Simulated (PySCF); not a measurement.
**MoO₂: triplet, from a linear start**

Where does triplet MoO₂ go from a linear start, is the end point a minimum, and what are its modes, charges and moments?

Program: PySCF 2.14.0. Level of theory: PBE0, basis Mo def2-TZVP with ECP28, O def2-TZVP, scalar-relativistic core potentials, no spin–orbit coupling, density fitting. These are calculated values, not measurements.

**1. The system as given**

3 atoms, charge 0, spin multiplicity 3.

Bond lengths: Mo1–O2 1.780 Å, Mo1–O3 1.780 Å. Angles: O2–Mo1–O3 180.0°.

```xyz
3
charge 0 multiplicity 3
Mo    0.0000    0.0000    0.0000
O     0.0000    0.0000    1.7800
O     0.0000    0.0000   -1.7800
```

**2. Relaxing the triplet from the linear start**

The steps below are one call of a driver around PySCF. For each, scf.py gives the equivalent set-up of the SCF; relaxations use the driver's own optimiser. Before each start the driver seeks the lowest SCF state from one or more starting densities and follows internal instabilities, so scf.py alone need not reach the same state.

The program finds D∞h symmetry in the start, which this walk keeps. The walk stops when the largest gradient is under 0.0003 Eh/bohr and the energy has settled too.

Contents of scf.py:

```python
from pyscf import gto, scf, dft
mol = gto.M(atom='''
Mo     0.000000     0.000000     0.000000
O      0.000000     0.000000     1.780000
O      0.000000     0.000000    -1.780000''',
    basis={'Mo': 'def2-TZVP', 'O': 'def2-TZVP'},
    ecp={'Mo': 'def2-TZVP'},
    charge=0, spin=2)
mf = dft.UKS(mol, xc='PBE0')
mf.grids.atom_grid = (50, 194)
aux = {'Mo': 'def2-universal-JKFIT', 'O': 'def2-universal-JKFIT'}
mf = mf.density_fit(auxbasis=aux)
mf.kernel()
```

Further steps of the session: Vibrations and properties at this point; Leaving the saddle point; Frequencies.

Before running it: what results should come out? Wanted: minimum; geometry; wavenumbers; dipole moment; highest occupied, lowest empty level; polar-tensor charge of Mo1; zero-point energy; atomisation energy; ⟨S²⟩.

**Answer**, as computed:

```
                                          quantity                             value
                                           minimum                      triplet, C2v
                                          geometry  Mo–O 1.684 Å (×2); O–Mo–O 114.5°
                                wavenumbers (cm⁻¹)     311 (a1), 979 (b2), 1038 (a1)
                                     dipole moment                            4.54 D
highest occupied, lowest empty level (either spin)                   -6.64, -3.57 eV
                        polar-tensor charge of Mo1                           +1.53 e
                                 zero-point energy                       13.9 kJ/mol
                               entropy at 298.15 K                   276.1 J/(mol K)
         atomisation energy (no zero-point energy)                       1089 kJ/mol
                                              ⟨S²⟩                             2.014
```

What this shows: The linear start (D∞h) ends in a minimum of C2v symmetry, after a first stop at a second-order saddle point 115.3 kJ/mol higher, from which it was pushed off along an imaginary mode. The strongest infrared band lies at 979 cm⁻¹ (b2, stretch). Most of the spin sits on Mo1 (Mulliken spin 2.02, against 2 for the whole molecule). Only this shape and spin were tried, so other structures or states may lie lower. Open d and f shells are described by one determinant, and the ground state may have another occupation or spin.
